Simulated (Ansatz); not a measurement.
# GaHO (singlet): from Hartree-Fock to the top rungs at a displaced geometry (v2), cc-pVTZ

An exercise on one series of results from a longer session: the logs are not shown, and one member is left open.

Method: cc-pVTZ, core rule «outside noble gas», up to 15 orbitals frozen; program: Ansatz 0.2.0, Gaussian basis.

Plan: UHF; CCSD(T) on RHF; BCCD(T) on RHF; CCSDT(Q) on RHF.

12 further runs of the same task are left out: 3 for a known fault of the program, 2 that didn't finish, 7 set aside as unsound or not needed.

### The geometry

The geometry is a PBE0/def2-TZVP stationary point (not a proven minimum) with its atoms shifted at random (size 0.100 Å). No spin-orbit coupling is included. The filled d shell of Ga may be among the frozen orbitals whatever the setting's name suggests; the logs give the count.

3 atoms, charge 0, spin multiplicity 1.

Atoms are counted from 1 here; the program's logs count them from 0.

Bond lengths: O1–Ga2 1.636 Å, Ga2–H3 1.534 Å. Angles: O1–Ga2–H3 171.2°.

Geometry (Å):

```xyz
3
GaHO
O     0.08438    0.00522    1.59560
Ga   -0.08050    0.01360   -0.03181
H    -0.00388   -0.01883   -1.56379
```

The first run:

The input, in.yaml:

```yaml
crystal:
  periodic: [false, false, false]
  atoms:
    - {symbol: O, position_ang: [0.084376, 0.005225, 1.595598]}
    - {symbol: Ga, position_ang: [-0.080498, 0.013599, -0.031809]}
    - {symbol: H, position_ang: [-0.003878, -0.018825, -1.563789]}
basis:
  gaussian: {orbitals: cc-pVTZ}
magnetization: {spin_polarized: true, initial_magnetization: 0}
hamiltonian: {xc: hf}
output: {orbitals: {seedname: orbitals}}
```

Run with:

```sh
$ ansatz run in.yaml --threads 1 --pin off --events-out ev --progress --plain --max-ram 2393MiB
```

Among the steps run: UHF; CCSD(T) on RHF; BCCD(T) on RHF; CCSDT(Q) on RHF.

One table of the session follows, with a row left open; its other results are not shown here.

| method | from RCCSDT(Q) (kcal/mol) |
| --- | --- |
| RHF | +218.71 |
| RMP2 | +8.76 |
| RCCSD | +12.40 |
| RCCSD(T) | +1.33 |
| BCCD(T) | ? |
| RCCSDT | +1.23 |
| RCCSDT(Q) | 0 |

Estimate the missing values for BCCD(T).

**Answer.** from RCCSDT(Q) (kcal/mol): +1.13. In the column «from RCCSDT(Q) (kcal/mol)» it lies between RCCSDT(Q) (0) and RCCSDT (+1.23).
